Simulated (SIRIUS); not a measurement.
GaGe in SIRIUS: the effect of strain

The system is GaGe.

```
CELL_PARAMETERS angstrom
0.00000 2.78193 2.89784
2.78193 0.00000 2.89784
2.78193 2.78193 0.00000
ATOMIC_POSITIONS crystal
Ge 0.00000 0.00000 0.00000
Ga 0.25000 0.25000 0.25000
```

The cell comes from a database or a generator and needn't be the stable form of this composition.

The cell isn't the ideal one: strain = -0.04 (biaxial xy).

Alike in all runs:

- Program: SIRIUS 7.12.0
- Task: single point
- Functional: PBE
- Potentials or basis: PseudoDojo 0.4.1 PBE standard (scalar relativistic)
- Cutoff: 1102 eV
- Density cutoff: 4408 eV
- k mesh: 4 × 4 × 4
- Occupations: fermi-dirac, width 0.05 eV
- Spin: no spin polarisation
- Strain kind: biaxial xy
- Libxc names: ["XC_GGA_X_PBE", "XC_GGA_C_PBE"]
- Energy tol: 1e-08 Ha
- Density tol: 1e-06
- Mixer: anderson
- Mixing beta: 0.7
- Max scf: 100

```tsv
strain	pressure (GPa)
-4 % (biaxial xy)	4.6
-2 % (biaxial xy)	1.9
-1 % (biaxial xy)	0.8
+0 % (biaxial xy)	-0.3
+1 % (biaxial xy)	-1.3
+2 % (biaxial xy)	?
+4 % (biaxial xy)	-3.6
```

**Question.** What does the run with strain +2 % (biaxial xy) give?

**Answer.** Pressure -2.1 GPa.

Caveats: all runs use coarse meshes.
